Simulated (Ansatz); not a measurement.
# PBE/STO-3G run of SnSe (SMILES [Se][Sn])

What is the electronic atomisation energy of SnSe at PBE/STO-3G? 

The calculation is run with Ansatz 0.2.0.

53 further runs of the same task are left out: 14 that didn't finish, 39 set aside as unsound or not needed.

### 1 The system as given

SnSe: 2 atoms, total charge 0, spin state singlet. SMILES: `[Se][Sn]`. Geometry: a GFN2-xTB relaxation, a rough one for these elements and not checked as a minimum.

Bond lengths: Se1–Sn2 2.338 Å.

### 2 A single-point energy at PBE/STO-3G

Contents of in.yaml:

```yaml
crystal:
  periodic: [false, false, false]
  atoms:
    - {symbol: Se, position_ang: [0.000000, 0.000000, 0.000000]}
    - {symbol: Sn, position_ang: [0.000000, 0.000000, 2.338340]}
basis:
  gaussian:
    orbitals: STO-3G
accuracy: high
hamiltonian:
  xc: pbe
```

Run with:

```bash
$ ansatz run in.yaml --threads 1 --pin off --max-ram 2610MiB --events-out events.jsonl --progress --plain --runs-dir runs
```

The log of the run:

```text
Warning: RAYON_NUM_THREADS=1 ignored (pool sized by the plan → 1); use --threads N
Functional definition: PBE
  name "PBE"
  parameter kappa = 0.804
  parameter beta = 0.06672455060314922
  exchange = pbe_x(kappa = kappa, mu = beta*pi^2/3)
  correlation = pbe_c(beta = beta)
711 factors; integrals over basis functions are off by at most 1.0e-8 eV
mean field evaluation 1: about -226917.8110 eV, gradient 2.1e1 eV
mean field evaluation 2: about -226864.2553 eV, gradient 8.3e1 eV
mean field evaluation 4: about -226920.8739 eV, gradient 5.6e0 eV
mean field evaluation 8: about -226921.0223 eV, gradient 6.6e-2 eV
mean field evaluation 16: about -226921.0223 eV, gradient 3.4e-7 eV
mean field -226921.02229172 eV, -8339.1937566276 hartree, gradient 7.9e-9 eV, S^2 0.000000; 0 other end points of the search recorded, 0 dependent functions left out
reference -226921.02229345 eV, -8339.1937566911 hartree; 42, 42 occupied and 3, 3 virtual orbitals, 711 factors
Total energy: -226921.02229345 eV, -8339.1937566911 hartree
```

Wall time 2.1 s (1 thread of Arm Neoverse V1, shared host); peak memory 0.1 GiB.

### 3 The Se atom, same level

Contents of molecule.yaml:

```yaml
crystal:
  periodic: [false, false, false]
  atoms:
    - {symbol: Se, position_ang: [0.000000, 0.000000, 0.000000]}
basis:
  gaussian: {orbitals: STO-3G}
magnetization: {spin_polarized: true, initial_magnetization: 2}
hamiltonian: {xc: pbe}
accuracy: high
```

Run with:

```bash
$ ansatz run molecule.yaml --threads 1 --pin off --max-ram 2610MiB --events-out events.jsonl --progress --plain --runs-dir runs
```

The log of the run, cut to the lines that bear on the results:

```text
Warning: RAYON_NUM_THREADS=1 ignored (pool sized by the plan → 1); use --threads N
[... 6 set-up lines as earlier in the session ...]
138 factors; integrals over basis functions are off by at most 4.8e-9 eV
mean field evaluation 1: about -64609.7280 eV, gradient 1.2e-1 eV
mean field evaluation 2: about -64609.7281 eV, gradient 2.0e-3 eV
mean field evaluation 4: about -64609.7247 eV, gradient 6.9e-8 eV
mean field evaluation 8: about -64609.7247 eV, gradient 2.2e-2 eV
mean field evaluation 16: about -64609.7247 eV, gradient 9.4e-8 eV
mean field -64609.72474481 eV, -2374.3635903276 hartree, gradient 9.4e-8 eV, S^2 2.000000; 1 other end points of the search recorded, 0 dependent functions left out
reference -64609.72474601 eV, -2374.3635903716 hartree; 18, 16 occupied and 0, 2 virtual orbitals, 138 factors
Total energy: -64609.72474601 eV, -2374.3635903716 hartree
```

Wall time 0.87 s (1 thread of Arm Neoverse V1, shared host).

### 4 The Sn atom, same level

Contents of job.yaml:

```yaml
crystal:
  periodic: [false, false, false]
  atoms:
    - {symbol: Sn, position_ang: [0.000000, 0.000000, 0.000000]}
basis:
  gaussian: {orbitals: STO-3G}
magnetization: {spin_polarized: true, initial_magnetization: 2}
hamiltonian: {xc: pbe}
accuracy: high
```

Run the same way, it converges to -5964.56879 Eh (log not shown).

### 5 Results

Level: PBE/STO-3G.

| quantity | value |
| --- | --- |
| molecule: total energy | -8339.19376 Eh |
| Se atom: total energy | -2374.36359 Eh |
| Se atom: ⟨S²⟩ | 2.000 |
| Sn atom: total energy | -5964.56879 Eh |
| Sn atom: ⟨S²⟩ | 2.000 |
| electronic atomisation energy | 7.112 eV |

**Reading.** Taking the molecule apart into free atoms costs 7.11 eV (164 kcal/mol), before zero-point energy and without spin-orbit coupling. In a minimal basis such a difference can be off by several eV, whatever the method. Relativity is left out (molecule) although the molecule holds a heavy atom. Relativity is left out (Sn atom) although the molecule holds a heavy atom.
